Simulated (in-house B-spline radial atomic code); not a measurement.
# Si⁴⁺: excited configurations

Wanted: excitation energies of Si⁴⁺ as differences of total energies (ΔSCF).

Method: scalar-relativistic (spin-free one-electron X2C) Hartree-Fock, spin-polarised, average of configuration, Fermi nucleus, basis-set limit. Code: in-house B-spline radial atomic code version 1.

### 1 What is computed

```
element       : silicon (Z = 14)
charge        : +4
electrons     : 10
configuration : [He] 2s2 2p6
Hamiltonian   : scalar-relativistic (X2C)
nucleus       : Fermi, rms radius 3.122 fm
```

The outer shells:

[He] 2s2 2p6
```
[He] core
2s [↑↓]
2p [↑↓][↑↓][↑↓]
```

Where spins are not typed, each open shell is filled with up spins first.

### 2 The reference configuration

The run's settings:

```ini
Z = 14
electrons = 10.0
configuration = [He] 2s2 2p6
hamiltonian = x2c
method = hf
spin_polarised = True
nucleus = fermi
rms_radius = 3.1224
mass_number = 28
atomic_mass = 27.97692653442
speed_of_light = 137.035999084
```

Results of the run (chosen fields of its result record, rounded):

```text
{
  "status": "converged",
  "scf [iteration, energy, orbital gradient]": [
    [1, -281.305488846, 0.542],
    [2, -285.502665641, 0.164],
    [3, -285.738180451, 0.0628],
    [4, -285.774297474, 0.0245],
    [5, -285.780422266, 0.00486],
    [6, -285.780753285, 0.000108],
    [7, -285.780753429, 5.06e-06],
    [8, -285.780753429, 2.86e-07],
    [9, -285.780753429, 1.66e-08]
  ],
  "energy [hartree]": {"total": -285.780753429, "kinetic": 286.996869473, "nuclear": -663.210978637, "coulomb": 109.713244814, "exact_exchange": -19.2798890783},
  "orbitals [hartree, bohr; up spins, the down spins are equal]": [
    ["name", "occ", "eps", "<r>", "<r^2>", "<1/r>", "r_max"],
    ["1s up", 1.0, -70.989622, 0.11089, 0.016565, 13.708, 0.072483],
    ["2s up", 1.0, -8.1030457, 0.55965, 0.37258, 2.614, 0.45217],
    ["2p up", 3.0, -6.1936772, 0.53006, 0.35128, 2.4756, 0.3887]
  ],
  "sum_r [bohr^k]": {"-1": 47.49808, "1": 4.521433, "2": 2.885953},
  "specific_mass_shift [hartree m_e]": -44.04014
}
```

Wall time 0.13 s (1 thread, shared host).

### 3 [He] 2s2 2p5 3p1

The settings differ from step 2 so:

```diff
@@ -2,3 +2,3 @@
 electrons = 10.0
-configuration = [He] 2s2 2p6
+configuration = [He] 2s2 2p5 3p1
 hamiltonian = x2c
```

Main fields:

```text
{
  "status": "converged",
  "iterations": 9,
  "energy [hartree]": {"total": -281.62956998, "kinetic": 282.846524945, "nuclear": -647.030399016, "coulomb": 99.7720814364, "exact_exchange": -17.2177773455},
  "orbitals [hartree, bohr; first row names the columns]": [
    ["name", "occ", "eps", "<r>"],
    ["1s up", 1.0, -72.220263, 0.11091],
    ["1s down", 1.0, -72.08537, 0.11067],
    ["2s up", 1.0, -8.9746077, 0.54403],
    ["2s down", 1.0, -8.6105211, 0.54941],
    ["2p up", 3.0, -7.1325469, 0.50589],
    ["2p down", 2.0, -6.9293756, 0.51058],
    ["3p up", 1.0, -1.9281114, 1.7924]
  ],
  "sum_r [bohr^k]": {"-1": 46.34284, "1": 5.646217, "2": 6.016208},
  "energy_minus_base [hartree]": 4.15118345
}
```

Run time: 0.16 s. Hardware: 1 thread, shared host.

energy_minus_base is the energy less that of the reference run.

### 4 Run with [He] 2s1 2p6 3s1

The settings differ from step 3 so:

```diff
@@ -2,3 +2,3 @@
 electrons = 10.0
-configuration = [He] 2s2 2p5 3p1
+configuration = [He] 2s1 2p6 3s1
 hamiltonian = x2c
```

Main fields:

```text
{
  "status": "converged",
  "iterations": 9,
  "energy [hartree]": {"total": -280.059056336, "kinetic": 281.228778109, "nuclear": -645.018868764, "coulomb": 101.726388753, "exact_exchange": -17.9953544345},
  "orbitals [hartree, bohr; first row names the columns]": [
    ["name", "occ", "eps", "<r>"],
    ["1s up", 1.0, -72.10598, 0.11078],
    ["1s down", 1.0, -71.876193, 0.11105],
    ["2s up", 1.0, -8.9437564, 0.5433],
    ["2p up", 3.0, -7.0351718, 0.51031],
    ["2p down", 3.0, -6.6687459, 0.51396],
    ["3s up", 1.0, -2.2903396, 1.6729]
  ],
  "sum_r [bohr^k]": {"-1": 46.19525, "1": 5.510864, "2": 5.508054},
  "energy_minus_base [hartree]": 5.72169709
}
```

It took 0.13 s on 1 thread, shared host.

### 5 Run with [He] 2s2 2p5 3s1

The settings differ from step 4 so:

```diff
@@ -2,3 +2,3 @@
 electrons = 10.0
-configuration = [He] 2s1 2p6 3s1
+configuration = [He] 2s2 2p5 3s1
 hamiltonian = x2c
```

Main fields:

```text
{
  "status": "converged",
  "iterations": 9,
  "energy [hartree]": {"total": -281.994564266, "kinetic": 283.219178808, "nuclear": -648.048020095, "coulomb": 100.345717476, "exact_exchange": -17.5114404548},
  "orbitals [hartree, bohr; first row names the columns]": [
    ["name", "occ", "eps", "<r>"],
    ["1s up", 1.0, -72.198553, 0.11087],
    ["1s down", 1.0, -72.052285, 0.11068],
    ["2s up", 1.0, -8.971626, 0.54162],
    ["2s down", 1.0, -8.5746765, 0.54943],
    ["2p up", 3.0, -7.092534, 0.50671],
    ["2p down", 2.0, -6.8961372, 0.51048],
    ["3s up", 1.0, -2.2932708, 1.6709]
  ],
  "sum_r [bohr^k]": {"-1": 46.41613, "1": 5.524622, "2": 5.502975},
  "energy_minus_base [hartree]": 3.78618916
}
```

Run time: 0.19 s. Hardware: 1 thread, shared host.

Radial density 4πr²n(r) and radial functions P(r) = rR(r):

```csv
r (bohr),4πr²n,2p down,3s up
0.00702,0.9644,0.0044,0.0644
0.0100,1.775,0.0087,0.0873
0.0143,3.178,0.0171,0.1164
0.0203,5.361,0.0328,0.1504
0.0289,8.479,0.0623,0.1870
0.0412,12.17,0.1160,0.2183
0.0587,15.18,0.2089,0.2293
0.0837,15.66,0.3604,0.1974
0.119,12.93,0.5823,0.0990
0.170,9.557,0.8713,-0.0773
0.242,9.800,1.1621,-0.2883
0.345,12.75,1.3391,-0.4246
0.491,12.15,1.2733,-0.3353
0.699,6.598,0.9420,0.0464
0.997,2.036,0.4940,0.5713
1.42,0.9276,0.1613,0.8730
2.02,0.5022,0.0272,0.7056
2.88,0.08801,0.0018,0.2966
4.11,0.002873,0.0000,0.0536
5.85,9.761e-06,0.0000,0.0031
```

Clear maxima of the radial density (full grid of the record): 0.070, 0.41 bohr.

### 6 [He] 2s1 2p6 3d1

The settings differ from step 5 so:

```diff
@@ -2,3 +2,3 @@
 electrons = 10.0
-configuration = [He] 2s2 2p5 3s1
+configuration = [He] 2s1 2p6 3d1
 hamiltonian = x2c
```

Main fields:

```text
{
  "status": "converged",
  "iterations": 9,
  "energy [hartree]": {"total": -279.226854893, "kinetic": 280.3865948, "nuclear": -642.572340555, "coulomb": 100.624683934, "exact_exchange": -17.6657930717},
  "orbitals [hartree, bohr; first row names the columns]": [
    ["name", "occ", "eps", "<r>"],
    ["1s up", 1.0, -72.215082, 0.11079],
    ["1s down", 1.0, -72.01193, 0.11103],
    ["2s up", 1.0, -8.9872366, 0.54538],
    ["2p up", 3.0, -7.1117551, 0.50988],
    ["2p down", 3.0, -6.7536381, 0.51232],
    ["3d up", 1.0, -1.4575355, 1.9311]
  ],
  "sum_r [bohr^k]": {"-1": 46.01993, "1": 5.764893, "2": 6.660362},
  "energy_minus_base [hartree]": 6.55389854
}
```

It took 0.19 s on 1 thread, shared host.

### 7 Configuration [He] 2s1 2p6 3p1

The settings differ from step 6 so:

```diff
@@ -2,3 +2,3 @@
 electrons = 10.0
-configuration = [He] 2s1 2p6 3d1
+configuration = [He] 2s1 2p6 3p1
 hamiltonian = x2c
```

Main fields:

```text
{
  "status": "converged",
  "iterations": 9,
  "energy [hartree]": {"total": -279.691656639, "kinetic": 280.853718651, "nuclear": -643.990987558, "coulomb": 101.147288776, "exact_exchange": -17.7016765073},
  "orbitals [hartree, bohr; first row names the columns]": [
    ["name", "occ", "eps", "<r>"],
    ["1s up", 1.0, -72.128686, 0.11082],
    ["1s down", 1.0, -71.910171, 0.11103],
    ["2s up", 1.0, -8.9476548, 0.54571],
    ["2p up", 3.0, -7.0761416, 0.50945],
    ["2p down", 3.0, -6.702779, 0.51407],
    ["3p up", 1.0, -1.9227713, 1.7975]
  ],
  "sum_r [bohr^k]": {"-1": 46.12124, "1": 5.635636, "2": 6.034978},
  "energy_minus_base [hartree]": 6.08909679
}
```

It took 0.15 s on 1 thread, shared host.

### 8 All configurations in order

| net move | configuration | 2|M_S|+1 | energy above the reference (eV) | largest <r> (bohr) |
| --- | --- | --- | --- | --- |
| 2p → 3s | [He] 2s2 2p5 3s1 | 3 | 103.03 | 1.67 |
| 2p → 3p | [He] 2s2 2p5 3p1 | 3 | 112.96 | 1.79 |
| 2s → 3s | [He] 2s1 2p6 3s1 | 3 | 155.70 | 1.67 |
| 2s → 3p | [He] 2s1 2p6 3p1 | 3 | 165.69 | 1.80 |
| 2s → 3d | [He] 2s1 2p6 3d1 | 3 | 178.34 | 1.93 |

Quantum defects of the promoted electron, δ = n − ζ/√(−2ε) with ζ = 5 and ε its orbital energy in hartree:

| promotion | δ |
| --- | --- |
| 2p → 3s | 0.665 |
| 2p → 3p | 0.454 |
| 2s → 3s | 0.664 |
| 2s → 3p | 0.450 |
| 2s → 3d | 0.071 |

At the bottom stands 2p → 3s (103.03 eV), at the top 2s → 3d (178.34 eV). Koopmans' estimate of the ionisation threshold is 168.54 eV; 1 configuration exceeds it by over 2 % and could autoionise. Of those tabulated, the defect is largest for 3s (0.67) and least for 3d (0.07): low angular momentum penetrates the core, high angular momentum stays outside it. The reference has 2|M_S|+1 = 1; 5 of the configurations differ from it in spin. These are spherical averages at the typed spins, without correlation, not spectroscopic levels.
